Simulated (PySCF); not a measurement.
**C₂H₇BN₂: geometry, NMR shifts, spin-spin couplings, electronic excitations and core binding energies**

Wanted: the NMR shifts, spin-spin couplings, electronic excitations and core binding energies of C₂H₇BN₂ (`C[NH2+][BH2-]C#N`), by calculation.

Computed with PySCF 2.14.0, with density-fitted response routines of our own, on a single molecule in the gas phase. Atoms count from 0, in the outputs and in this text.

## (1) Starting geometry

12 atoms, charge 0, multiplicity 1; geometry from: GFN2-xTB.

Bonds of the start (Å): C0–N1 1.46, N1–B2 1.64, B2–C3 1.55, C3–N4 1.15, C0–H5 1.09, C0–H6 1.09, C0–H7 1.09, N1–H8 1.02, N1–H9 1.02, B2–H10 1.19, B2–H11 1.19.

## (2) Relaxing the molecule at PBE0-D3(BJ)/def2-SVP

What the job is given:

```
{"job": {"xc": "PBE0", "basis": "def2-SVP", "d3": "d3bj", "grid": 1, "kind": "geom"}, "charge": 0, "multiplicity": 1}
C     -1.239983    -0.577389    -0.299288
N     -0.413506     0.109358     0.692959
B      0.905542     0.863045     0.064217
C      1.750443    -0.273976    -0.565478
N      2.347011    -1.146331    -1.018782
H     -1.604610     0.148183    -1.023861
H     -0.623685    -1.304107    -0.825887
H     -2.088510    -1.087719     0.160514
H     -0.063580    -0.557365     1.377113
H     -0.954578     0.817273     1.182484
H      1.470167     1.371914     0.982830
H      0.516487     1.636430    -0.752849
```

**Question.** This job is followed by: GIAO PBE0/pcSseg-1 NMR shielding, non-relativistic, gas phase; B3LYP/pcJ-1 indirect spin-spin coupling, non-relativistic, gas phase; TDDFT PBE0/def2-SVPD, vertical, gas phase, core orbitals frozen in the response; GIAO wB97X-D/pcSseg-2 NMR shielding, non-relativistic, gas phase; delta-SCF UKS SCAN, pcX-2 on the ionised atom, pcseg-1 elsewhere, spin-free X2C. Predict these results of the whole session: point group; rotational constants (main isotopes); ¹³C shifts against TMS (PBE0/pcSseg-1); ¹H shifts against TMS (PBE0/pcSseg-1, means over atoms taken as alike); ¹⁵N shifts against NH3 (PBE0/pcSseg-1); ¹¹B shifts against BF3·OEt2 (PBE0/pcSseg-1); largest coupling of the table (B3LYP/pcJ-1); lowest singlet (PBE0/def2-SVPD); brightest single state of those computed; lowest triplet; vertical ionisation energy (ΔSCF); C1s binding energies, SCAN/pcX-2; N1s binding energies, SCAN/pcX-2; B1s binding energies, SCAN/pcX-2; range of the shift of N4.

As calculated:

| quantity | value |
| --- | --- |
| point group | C1 |
| rotational constants (main isotopes) | 9.39, 3.18, 2.62 GHz |
| ¹³C shifts against TMS (PBE0/pcSseg-1) | 135.2, 33.3 ppm |
| ¹H shifts against TMS (PBE0/pcSseg-1, means over atoms taken as alike) | 2.76, 2.49, 2.25 ppm |
| ¹⁵N shifts against NH3 (PBE0/pcSseg-1) | 342.7, 49.7 ppm |
| ¹¹B shifts against BF3·OEt2 (PBE0/pcSseg-1) | -26.2 ppm |
| largest coupling of the table (B3LYP/pcJ-1) | ¹J(C,H) C0–H5, 147.9 Hz |
| lowest singlet (PBE0/def2-SVPD) | 6.39 eV (194 nm), f = 0.005 |
| brightest single state of those computed | state 5, 7.91 eV, f = 0.036 |
| lowest triplet | 5.99 eV |
| vertical ionisation energy (ΔSCF) | 10.35 eV |
| C1s binding energies, SCAN/pcX-2 | C0 293.02, C3 290.86 eV |
| N1s binding energies, SCAN/pcX-2 | N1 408.32, N4 404.06 eV |
| B1s binding energies, SCAN/pcX-2 | B2 195.23 eV |
| range of the shift of N4 | 335.6 to 342.7 ppm |

What this shows: Over 3 steps the energy fell by 0.052 eV; of the close pairs, B2–H11 changed most, 1.190 to 1.220 Å. No frequency check was run at this level, so the end point may be a saddle. H5, H6, H7 (mean) (hydrogen on a methyl carbon bonded to N) lies farthest downfield among hydrogen, at 2.76 ppm; its carbon carries N, an electronegative neighbour. At PBE0/pcSseg-1: Shielding is most anisotropic at N4 (span 544 ppm, paramagnetic term -416 ppm). In the run at B3LYP/pcJ-1, the largest coupling of the table is C0–H5 (mean over like pairs), 147.9 Hz, of which the Fermi-contact term gives 146.7 Hz. Couplings across rotatable bonds belong to this one conformer; where others are populated, the observed values are averages, and the simulated multiplets take (2 J gauche + J anti)/3 across rotating chain bonds. ΔSCF puts the ionisation energy at 10.35 eV, 2.25 eV above −ε(HOMO). The C1s levels kept as sound span 2.16 eV, from C3 (nitrile carbon) up to C0 (methyl carbon bonded to N). The N1s levels kept as sound span 4.27 eV, from N4 (nitrile nitrogen) up to N1 (donor nitrogen of a Lewis adduct). In ppm, N4 moves most: its shift spreads over 7.1 ppm, from 335.6 (wB97X-D/pcSseg-2) to 342.7 (PBE0/pcSseg-1). Most of that comes from the computed reference, not from the atom's own shielding.
